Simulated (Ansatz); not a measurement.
# CH5F2NSn: a spread of methods and bases

How do the results and run time of CH5F2NSn respond when the settings are drawn wide?

Computed with Ansatz 0.2.0, Gaussian basis. Level: the settings change from run to run.

## Step 1: The molecule

An earlier PBE0-D4 in a triple-zeta def2 set relaxation fixed the geometry. Sn takes a core potential in def2 sets; no spin-orbit term is included.

SMILES `[CH3][Sn]([NH2])([F])[F]`, 10 atoms, charge 0, spin multiplicity 1.

Atoms are counted from 1 here; the program's logs count them from 0.

Bond lengths: C1–Sn2 2.106 Å, C1–H6 1.089 Å, C1–H7 1.089 Å, C1–H8 1.089 Å, Sn2–N3 2.001 Å, Sn2–F4 1.918 Å, Sn2–F5 1.921 Å, N3–H9 1.014 Å, N3–H10 1.013 Å. Angles: Sn2–C1–H6 109.3°, Sn2–C1–H7 109.2°, Sn2–C1–H8 108.4°, H6–C1–H7 109.9°, H6–C1–H8 109.9°, H7–C1–H8 110.0°, C1–Sn2–N3 121.4°, C1–Sn2–F4 108.7°, C1–Sn2–F5 107.8°, N3–Sn2–F4 105.0°, N3–Sn2–F5 107.3°, F4–Sn2–F5 105.7°, Sn2–N3–H9 111.0°, Sn2–N3–H10 112.1°, H9–N3–H10 107.6°.

## Step 2: PBE0/def2-TZVPP

in.yaml reads:

```yaml
crystal:
  periodic: [false, false, false]
  atoms:
    - {symbol: C, position_ang: [-1.641418, -0.546670, -0.104247]}
    - {symbol: Sn, position_ang: [0.253690, 0.356030, -0.275905]}
    - {symbol: N, position_ang: [1.790992, -0.223977, 0.866952]}
    - {symbol: F, position_ang: [0.871706, 0.148210, -2.079614]}
    - {symbol: F, position_ang: [0.031005, 2.246048, -0.016848]}
    - {symbol: H, position_ang: [-2.012570, -0.414075, 0.910999]}
    - {symbol: H, position_ang: [-1.554754, -1.608071, -0.331871]}
    - {symbol: H, position_ang: [-2.315920, -0.067110, -0.811641]}
    - {symbol: H, position_ang: [2.608149, -0.426307, 0.302440]}
    - {symbol: H, position_ang: [2.052219, 0.484622, 1.542534]}
basis:
  gaussian: {orbitals: def2-TZVPP}
hamiltonian: {xc: {name: PBE0}}
```

Launch:

```
> ansatz run in.yaml --threads 4 --pin off --events-out ev --progress --plain --max-ram 10444MiB
```

The log of the run:

```text
Functional definition: PBE0
  name "PBE0"
  cite "Adamo & Barone, J. Chem. Phys. 110, 6158 (1999) doi:10.1063/1.478522"
  cite "Perdew, Burke & Ernzerhof, Phys. Rev. Lett. 77, 3865 (1996) doi:10.1103/PhysRevLett.77.3865"
  parent pbe
  parameter a = 0.25
  parameter kappa = 0.804
  parameter beta = 0.06672455060314922
  exchange = (1 - a)*pbe_x(kappa = kappa, mu = beta*pi^2/3) + a*exact_x
  correlation = pbe_c(beta = beta)
1403 factors; their error is unknown
mean field evaluation 1: about -13857.9843 eV, gradient 8.7e1 eV
mean field evaluation 2: about -13843.4994 eV, gradient 1.2e2 eV
mean field evaluation 4: about -13871.4756 eV, gradient 5.9e0 eV
mean field evaluation 8: about -13871.5549 eV, gradient 1.2e-1 eV
mean field evaluation 16: about -13871.6447 eV, gradient 3.1e-4 eV
mean field -13871.64466366 eV, -509.7735388509 hartree, gradient 3.1e-5 eV, S^2 0.000000; 0 other end points of the search recorded, 0 dependent functions left out
reference -13871.64470236 eV, -509.7735402734 hartree; 29, 29 occupied and 215, 215 virtual orbitals, 1403 factors
Total energy: -13871.64470236 eV, -509.7735402734 hartree
```

It took 0.95 s on 4 threads of AMD EPYC 9R45, shared host.

## Step 3: wB97/ANO-RCC-VTZP

Options: charge -1, multiplicity 2.

Edit in.yaml of step 2 so:

```diff
@@ -14,3 +14,6 @@
 basis:
-  gaussian: {orbitals: def2-TZVPP}
-hamiltonian: {xc: {name: PBE0}}
+  gaussian: {orbitals: ANO-RCC-VTZP}
+total_charge: -1
+magnetization: {spin_polarized: true, initial_magnetization: 1}
+hamiltonian: {xc: {name: wB97}}
+output: {forces: true}
```

The command is unchanged.

The log of the run (excerpt; [...] marks lines left out):

```text
Functional definition: wB97
  name "wB97"
  cite "Chai & Head-Gordon, J. Chem. Phys. 128, 084106 (2008) doi:10.1063/1.2834918"
  cite "Becke, J. Chem. Phys. 107, 8554 (1997) doi:10.1063/1.475007"
[...]
  # The coefficients of nought are those of the uniform gas.
[...]
      + integral(e_c_pw_opposite_spin*poly(b97_u_opposite, 1, cos1, cos2, cos3, cos4))
1815 factors; their error is unknown
551 factors; integrals over basis functions are off by at most 2.2e-5 eV
[...]
mean field -176140.45857607 eV, -6473.0424603795 hartree, gradient 3.4e-5 eV, S^2 0.753862; 6 other end points of the search recorded, 0 dependent functions left out
[...]
reference -176140.45857845 eV, -6473.0424604670 hartree; 44, 43 occupied and 214, 215 virtual orbitals, 1815 factors
Total energy: -176140.45857845 eV, -6473.0424604670 hartree
Relativity: scalar
Atom 0 at    -1.641418    -0.546670    -0.104247 Å, force    -0.622631    -0.246000    -0.051154 eV/Å
Atom 1 at     0.253690     0.356030    -0.275905 Å, force    -0.095578    -0.433709     0.612346 eV/Å
Atom 2 at     1.790992    -0.223977     0.866952 Å, force     0.563113    -0.512565     0.550933 eV/Å
Atom 3 at     0.871706     0.148210    -2.079614 Å, force     0.336486    -0.138034    -1.283080 eV/Å
Atom 4 at     0.031005     2.246048    -0.016848 Å, force    -0.241309     1.343993     0.085075 eV/Å
Atom 5 at    -2.012570    -0.414075     0.910999 Å, force    -0.048119     0.011441     0.155393 eV/Å
Atom 6 at    -1.554754    -1.608071    -0.331871 Å, force    -0.009732    -0.183526    -0.024141 eV/Å
Atom 7 at    -2.315920    -0.067110    -0.811641 Å, force    -0.184665     0.043812    -0.110922 eV/Å
Atom 8 at     2.608149    -0.426307     0.302440 Å, force     0.229349    -0.034903    -0.092186 eV/Å
Atom 9 at     2.052219     0.484622     1.542534 Å, force     0.073085     0.149492     0.157735 eV/Å
Dipole moment:    -0.099415     0.051467    -0.170683 e Å
```

Wall time 17 s (4 threads of AMD EPYC 9R45, shared host); peak memory 1.3 GiB.

Largest force 1.368 eV/Å, ⟨S²⟩ 0.754.

## Step 4: PBE/def2-SVPD

Options: charge -1, multiplicity 2, a point charge of -1.00 e beside it, relativity set to scalar, high accuracy.

Edit in.yaml of step 3 so:

```diff
@@ -14,6 +14,6 @@
 basis:
-  gaussian: {orbitals: ANO-RCC-VTZP}
+  gaussian: {orbitals: def2-SVPD, point_charges: [{charge: -1.00, position_ang: [7.028, 0.478, -0.257]}]}
 total_charge: -1
 magnetization: {spin_polarized: true, initial_magnetization: 1}
-hamiltonian: {xc: {name: wB97}}
-output: {forces: true}
+hamiltonian: {xc: {name: PBE}, pseudopotentials: {relativity: scalar}}
+accuracy: high
```

Launched as before.

The log of the run:

```text
Functional definition: PBE
  name "PBE"
  cite "Perdew, Burke & Ernzerhof, Phys. Rev. Lett. 77, 3865 (1996) doi:10.1103/PhysRevLett.77.3865"
  parent pbe
  parameter kappa = 0.804
  parameter beta = 0.06672455060314922
  exchange = pbe_x(kappa = kappa, mu = beta*pi^2/3)
  correlation = pbe_c(beta = beta)
3373 factors; integrals over basis functions are off by at most 3.5e-9 eV
mean field evaluation 1: about -13853.9811 eV, gradient 4.9e1 eV
mean field evaluation 2: about -13813.2766 eV, gradient 9.4e1 eV
mean field evaluation 4: about -13864.5620 eV, gradient 1.0e1 eV
mean field evaluation 8: about -13864.9656 eV, gradient 3.7e-1 eV
mean field evaluation 16: about -13864.9662 eV, gradient 3.1e-4 eV
mean field -13864.96624695 eV, -509.5281115637 hartree, gradient 6.4e-8 eV, S^2 0.750403; 0 other end points of the search recorded, 0 dependent functions left out
reference -13864.96625211 eV, -509.5281117534 hartree; 30, 29 occupied and 128, 129 virtual orbitals, 3373 factors
Total energy: -13864.96625211 eV, -509.5281117534 hartree
Relativity: scalar
```

Wall time 3.2 s (4 threads of AMD EPYC 9R45, shared host); peak memory 0.82 GiB.

⟨S²⟩ 0.750.

## Step 5: HSE06/def2-mTZVP

Set apart from the defaults: a point charge of 2.00 e beside it, D3(BJ) with three-body dispersion.

Edit in.yaml of step 4 so:

```diff
@@ -14,6 +14,4 @@
 basis:
-  gaussian: {orbitals: def2-SVPD, point_charges: [{charge: -1.00, position_ang: [7.028, 0.478, -0.257]}]}
-total_charge: -1
-magnetization: {spin_polarized: true, initial_magnetization: 1}
-hamiltonian: {xc: {name: PBE}, pseudopotentials: {relativity: scalar}}
-accuracy: high
+  gaussian: {orbitals: def2-mTZVP, point_charges: [{charge: 2.00, position_ang: [7.432, -0.486, 0.895]}]}
+hamiltonian: {xc: {name: HSE06}, dispersion: d3bjatm}
+output: {forces: true}
```

Same command.

The log of the run (excerpt; [...] marks lines left out):

```text
Functional definition: HSE06
  name "HSE06"
  cite "Heyd, Scuseria & Ernzerhof, J. Chem. Phys. 118, 8207 (2003) doi:10.1063/1.1564060"
  cite "Krukau, Vydrov, Izmaylov & Scuseria, J. Chem. Phys. 125, 224106 (2006) doi:10.1063/1.2404663"
  cite "Heyd & Scuseria, J. Chem. Phys. 120, 7274 (2004) doi:10.1063/1.1668634"
  cite "Ernzerhof & Perdew, J. Chem. Phys. 109, 3313 (1998) doi:10.1063/1.476928"
  cite "Perdew, Burke & Ernzerhof, Phys. Rev. Lett. 77, 3865 (1996) doi:10.1103/PhysRevLett.77.3865"
  parent pbe
[...]
  # The whole range is PBE's own exchange, as in plane waves. The composition of these papers is wPBEh.
[...]
1233 factors; integrals over basis functions are off by at most 1.1e-3 eV
119 factors; integrals over basis functions are off by at most 2.6e-7 eV
[...]
Atom 0 at    -1.641418    -0.546670    -0.104247 Å, force     0.083883    -0.078450     0.079500 eV/Å
Atom 1 at     0.253690     0.356030    -0.275905 Å, force    -1.309885    -0.056092    -0.126135 eV/Å
Atom 2 at     1.790992    -0.223977     0.866952 Å, force     0.714079    -0.135514     0.288393 eV/Å
Atom 3 at     0.871706     0.148210    -2.079614 Å, force     0.454712    -0.066935    -0.287825 eV/Å
Atom 4 at     0.031005     2.246048    -0.016848 Å, force     0.234864     0.264579     0.106157 eV/Å
Atom 5 at    -2.012570    -0.414075     0.910999 Å, force    -0.042662    -0.016313    -0.020346 eV/Å
Atom 6 at    -1.554754    -1.608071    -0.331871 Å, force    -0.063251    -0.000864     0.002575 eV/Å
Atom 7 at    -2.315920    -0.067110    -0.811641 Å, force     0.016070     0.005983     0.004215 eV/Å
Atom 8 at     2.608149    -0.426307     0.302440 Å, force    -0.021149    -0.009289    -0.133738 eV/Å
Atom 9 at     2.052219     0.484622     1.542534 Å, force    -0.080870     0.093719     0.104108 eV/Å
Dipole moment:    -0.516307    -0.381019     0.351538 e Å
```

It took 0.95 s on 4 threads of AMD EPYC 9R45, shared host.

Largest force 1.317 eV/Å, dipole 3.51 D.

## Step 6: PBE/def2-SVPD

Set apart from the defaults: atoms shaken by 0.15 Å, D3(BJ) dispersion.

in.yaml reads:

```yaml
crystal:
  periodic: [false, false, false]
  atoms:
    - {symbol: C, position_ang: [-1.763539, -0.499798, -0.141909]}
    - {symbol: Sn, position_ang: [0.345749, 0.392085, -0.280037]}
    - {symbol: N, position_ang: [1.661928, -0.414098, 0.931287]}
    - {symbol: F, position_ang: [0.974516, 0.219028, -1.967355]}
    - {symbol: F, position_ang: [0.216530, 2.371882, -0.166110]}
    - {symbol: H, position_ang: [-1.842965, -0.532513, 0.711553]}
    - {symbol: H, position_ang: [-1.530144, -1.577204, -0.129671]}
    - {symbol: H, position_ang: [-2.308099, -0.461357, -0.866817]}
    - {symbol: H, position_ang: [2.327853, -0.309758, 0.202439]}
    - {symbol: H, position_ang: [2.009892, 0.577558, 1.629438]}
basis:
  gaussian: {orbitals: def2-SVPD}
hamiltonian: {xc: {name: PBE}, dispersion: d3bj}
```

Same command.

The log of the run:

```text
Functional definition: PBE
  name "PBE"
  cite "Perdew, Burke & Ernzerhof, Phys. Rev. Lett. 77, 3865 (1996) doi:10.1103/PhysRevLett.77.3865"
  parent pbe
  parameter kappa = 0.804
  parameter beta = 0.06672455060314922
  exchange = pbe_x(kappa = kappa, mu = beta*pi^2/3)
  correlation = pbe_c(beta = beta)
1387 factors; their error is unknown
mean field evaluation 1: about -13835.9746 eV, gradient 9.9e1 eV
mean field evaluation 2: about -13780.2771 eV, gradient 1.8e2 eV
mean field evaluation 4: about -13855.5709 eV, gradient 2.3e1 eV
mean field evaluation 8: about -13856.9077 eV, gradient 2.1e-1 eV
mean field evaluation 16: about -13856.8599 eV, gradient 1.2e-4 eV
mean field -13856.85988887 eV, -509.2302083991 hartree, gradient 5.2e-5 eV, S^2 0.000000; 0 other end points of the search recorded, 0 dependent functions left out
reference -13856.85994383 eV, -509.2302104187 hartree; 29, 29 occupied and 129, 129 virtual orbitals, 1387 factors
Total energy: -13857.03828506 eV, -509.2367643381 hartree
```

It took 0.55 s on 4 threads of AMD EPYC 9R45, shared host.

## Step 7: RPBE/def2-SVP

This run has unrestricted orbitals.

in.yaml reads:

```yaml
crystal:
  periodic: [false, false, false]
  atoms:
    - {symbol: C, position_ang: [-1.641418, -0.546670, -0.104247]}
    - {symbol: Sn, position_ang: [0.253690, 0.356030, -0.275905]}
    - {symbol: N, position_ang: [1.790992, -0.223977, 0.866952]}
    - {symbol: F, position_ang: [0.871706, 0.148210, -2.079614]}
    - {symbol: F, position_ang: [0.031005, 2.246048, -0.016848]}
    - {symbol: H, position_ang: [-2.012570, -0.414075, 0.910999]}
    - {symbol: H, position_ang: [-1.554754, -1.608071, -0.331871]}
    - {symbol: H, position_ang: [-2.315920, -0.067110, -0.811641]}
    - {symbol: H, position_ang: [2.608149, -0.426307, 0.302440]}
    - {symbol: H, position_ang: [2.052219, 0.484622, 1.542534]}
basis:
  gaussian: {orbitals: def2-SVP}
magnetization: {spin_polarized: true, initial_magnetization: 0}
hamiltonian: {xc: {name: RPBE}}
output: {forces: true}
```

The command is unchanged.

The log of the run (excerpt; [...] marks lines left out):

```text
Functional definition: RPBE
  name "RPBE"
  cite "Hammer, Hansen & Nørskov, Phys. Rev. B 59, 7413 (1999) doi:10.1103/PhysRevB.59.7413"
  cite "Perdew, Burke & Ernzerhof, Phys. Rev. Lett. 77, 3865 (1996) doi:10.1103/PhysRevLett.77.3865"
[...]
1207 factors; their error is unknown
[...]
mean field -13869.94846586 eV, -509.7112047315 hartree, gradient 4.2e-5 eV, S^2 0.000000; 0 other end points of the search recorded, 0 dependent functions left out
[...]
reference -13869.94850944 eV, -509.7112063330 hartree; 29, 29 occupied and 78, 78 virtual orbitals, 1207 factors
Total energy: -13869.94850944 eV, -509.7112063330 hartree
Atom 0 at    -1.641418    -0.546670    -0.104247 Å, force    -0.079195    -0.074365     0.039377 eV/Å
Atom 1 at     0.253690     0.356030    -0.275905 Å, force    -0.447849    -0.501153     0.368404 eV/Å
Atom 2 at     1.790992    -0.223977     0.866952 Å, force     0.072570    -0.709534     0.580869 eV/Å
Atom 3 at     0.871706     0.148210    -2.079614 Å, force     0.444131    -0.151018    -1.275698 eV/Å
Atom 4 at     0.031005     2.246048    -0.016848 Å, force    -0.150185     1.332753     0.186931 eV/Å
Atom 5 at    -2.012570    -0.414075     0.910999 Å, force    -0.221208     0.061332     0.559174 eV/Å
Atom 6 at    -1.554754    -1.608071    -0.331871 Å, force     0.030423    -0.589728    -0.122084 eV/Å
Atom 7 at    -2.315920    -0.067110    -0.811641 Å, force    -0.379342     0.260723    -0.388776 eV/Å
Atom 8 at     2.608149    -0.426307     0.302440 Å, force     0.541472    -0.107466    -0.375116 eV/Å
Atom 9 at     2.052219     0.484622     1.542534 Å, force     0.189183     0.478455     0.426919 eV/Å
Dipole moment:    -0.140697    -0.375860     0.383078 e Å
```

Wall time 0.65 s (4 threads of AMD EPYC 9R45, shared host).

Largest force 1.359 eV/Å, dipole 2.66 D, ⟨S²⟩ 0.000.

## Step 8: RPA/ANO-RCC-VTZP

Options: the search for lower states set to full.

Edit in.yaml of step 7 so:

```diff
@@ -14,5 +14,5 @@
 basis:
-  gaussian: {orbitals: def2-SVP}
-magnetization: {spin_polarized: true, initial_magnetization: 0}
-hamiltonian: {xc: {name: RPBE}}
-output: {forces: true}
+  gaussian: {orbitals: ANO-RCC-VTZP}
+hamiltonian: {xc: {name: HF}}
+correlation: {method: rpa}
+scf: {lower_state_search: full}
```

Launched as before.

The log of the run:

```text
Functional definition: HF
  name "HF"
  cite "Fock, Z. Phys. 61, 126 (1930) doi:10.1007/BF01340294"
  parent pbe
  exchange = exact_x
  correlation = 0
1662 factors; integrals over basis functions are off by at most 1.1e-3 eV
mean field evaluation 1: about -176005.1018 eV, gradient 5.5e1 eV
mean field evaluation 2: about -176005.3173 eV, gradient 5.5e1 eV
mean field evaluation 4: about -176010.6369 eV, gradient 3.8e0 eV
mean field evaluation 8: about -176010.7070 eV, gradient 3.1e-1 eV
mean field evaluation 16: about -176010.7074 eV, gradient 9.4e-7 eV
mean field -176010.70738955 eV, -6468.2741922233 hartree, gradient 9.4e-7 eV, S^2 0.000000; 0 other end points of the search recorded, 0 dependent functions left out
22 core orbitals not correlated: weight in the atoms' cores, before any rotation towards them, 1.000 or more for the frozen orbitals, at most 0.000 for the correlated occupied ones
reference -176010.70738955 eV, -6468.2741922233 hartree; 21, 21 occupied and 215, 215 virtual orbitals, 1662 factors
Total energy: -176053.66522504 eV, -6469.8528635599 hartree
Relativity: scalar
```

It took 6 s on 4 threads of AMD EPYC 9R45, shared host; peak memory 0.96 GiB.

## Step 9: LC-wPBE/def2-SVP

This run has finite nuclei.

Edit in.yaml of step 8 so:

```diff
@@ -14,5 +14,3 @@
 basis:
-  gaussian: {orbitals: ANO-RCC-VTZP}
-hamiltonian: {xc: {name: HF}}
-correlation: {method: rpa}
-scf: {lower_state_search: full}
+  gaussian: {orbitals: def2-SVP, nuclear_model: gaussian}
+hamiltonian: {xc: {name: LC-wPBE}}
```

Same command.

The log of the run (excerpt; [...] marks lines left out):

```text
Functional definition: LC-wPBE
  name "LC-wPBE"
  cite "Vydrov & Scuseria, J. Chem. Phys. 125, 234109 (2006) doi:10.1063/1.2409292"
  cite "Heyd & Scuseria, J. Chem. Phys. 120, 7274 (2004) doi:10.1063/1.1668634"
  cite "Ernzerhof & Perdew, J. Chem. Phys. 109, 3313 (1998) doi:10.1063/1.476928"
  cite "Perdew, Burke & Ernzerhof, Phys. Rev. Lett. 77, 3865 (1996) doi:10.1103/PhysRevLett.77.3865"
  parent pbe
[...]
1207 factors; their error is unknown
357 factors; integrals over basis functions are off by at most 1.3e-5 eV
[...]
mean field -13865.76799246 eV, -509.5575751680 hartree, gradient 7.6e-5 eV, S^2 0.000000; 0 other end points of the search recorded, 0 dependent functions left out
reference -13865.76799247 eV, -509.5575751682 hartree; 29, 29 occupied and 78, 78 virtual orbitals, 1207 factors
Total energy: -13865.76799247 eV, -509.5575751682 hartree
```

It took 0.45 s on 4 threads of AMD EPYC 9R45, shared host.

## Step 10: BLYP/def2-SVPD

Edit in.yaml of step 9 so:

```diff
@@ -14,3 +14,4 @@
 basis:
-  gaussian: {orbitals: def2-SVP, nuclear_model: gaussian}
-hamiltonian: {xc: {name: LC-wPBE}}
+  gaussian: {orbitals: def2-SVPD}
+hamiltonian: {xc: {name: BLYP}}
+output: {forces: true}
```

Launched as before.

The log of the run (excerpt; [...] marks lines left out):

```text
Functional definition: BLYP
  name "BLYP"
  cite "Becke, Phys. Rev. A 38, 3098 (1988) doi:10.1103/PhysRevA.38.3098"
  cite "Lee, Yang & Parr, Phys. Rev. B 37, 785 (1988) doi:10.1103/PhysRevB.37.785"
[...]
1387 factors; their error is unknown
[...]
mean field -13867.02111507 eV, -509.6036265742 hartree, gradient 1.1e-5 eV, S^2 0.000000; 0 other end points of the search recorded, 0 dependent functions left out
[...]
reference -13867.02152246 eV, -509.6036415455 hartree; 29, 29 occupied and 129, 129 virtual orbitals, 1387 factors
Total energy: -13867.02152246 eV, -509.6036415455 hartree
Atom 0 at    -1.641418    -0.546670    -0.104247 Å, force    -0.245481    -0.123498     0.024959 eV/Å
Atom 1 at     0.253690     0.356030    -0.275905 Å, force    -0.595970    -0.796466     0.607912 eV/Å
Atom 2 at     1.790992    -0.223977     0.866952 Å, force     0.299121    -0.533721     0.530859 eV/Å
Atom 3 at     0.871706     0.148210    -2.079614 Å, force     0.530461    -0.203274    -1.590186 eV/Å
Atom 4 at     0.031005     2.246048    -0.016848 Å, force    -0.216020     1.655974     0.236769 eV/Å
Atom 5 at    -2.012570    -0.414075     0.910999 Å, force    -0.168948     0.061680     0.456879 eV/Å
Atom 6 at    -1.554754    -1.608071    -0.331871 Å, force     0.038119    -0.477523    -0.104171 eV/Å
Atom 7 at    -2.315920    -0.067110    -0.811641 Å, force    -0.303648     0.218204    -0.320864 eV/Å
Atom 8 at     2.608149    -0.426307     0.302440 Å, force     0.493407    -0.162726    -0.278973 eV/Å
Atom 9 at     2.052219     0.484622     1.542534 Å, force     0.168960     0.361350     0.436815 eV/Å
Dipole moment:    -0.190016    -0.432738     0.415873 e Å
```

Run time: 0.7 s. Hardware: 4 threads of AMD EPYC 9R45, shared host.

Largest force 1.689 eV/Å, dipole 3.02 D.

## Step 11: The runs in one table

```tsv
level	charge	multiplicity	geometry	functions	energy (eV)	time
PBE0/def2-TZVPP	0	1	relaxed	244	-13871.645	0.95 s
wB97/ANO-RCC-VTZP	-1	2	relaxed	258	-176140.459	17 s
PBE/def2-SVPD	-1	2	relaxed, point charge	158	-13864.966	3.2 s
HSE06/def2-mTZVP	0	1	relaxed, point charge	127	-13870.423	0.95 s
PBE/def2-SVPD	0	1	shaken	158	-13857.038	0.55 s
RPBE/def2-SVP	0	1	relaxed	107	-13869.949	0.65 s
RPA/ANO-RCC-VTZP	0	1	relaxed	258	-176053.665	6 s
LC-wPBE/def2-SVP	0	1	relaxed	107	-13865.768	0.45 s
BLYP/def2-SVPD	0	1	relaxed	158	-13867.022	0.7 s
```

## Step 12: What came out

| quantity | value |
| --- | --- |
| runs | 9 |
| quickest | LC-wPBE/def2-SVP, 0.45 s |
| slowest | wB97/ANO-RCC-VTZP, 17 s |
| spread of total energies, same state and geometry | 162187.9 eV |
| dipole, same state and geometry | 2.66 to 3.02 D |

**Reading.** wB97/ANO-RCC-VTZP took 38 times as long as LC-wPBE/def2-SVP. The jobs differ in tasks and options as well as level. The totals spread over 162188 eV; they can't be compared across methods or bases. Some of these runs are scalar-relativistic and others not, which shifts the totals of all-electron atoms past neon by several eV an atom and more; core potentials, where a basis has them, take the core out of the total altogether. At the PBE0-D4/def2-TZVP geometry and in the same state, the sound runs without point charges leave forces up to 1.69 eV/Å (BLYP/def2-SVPD).
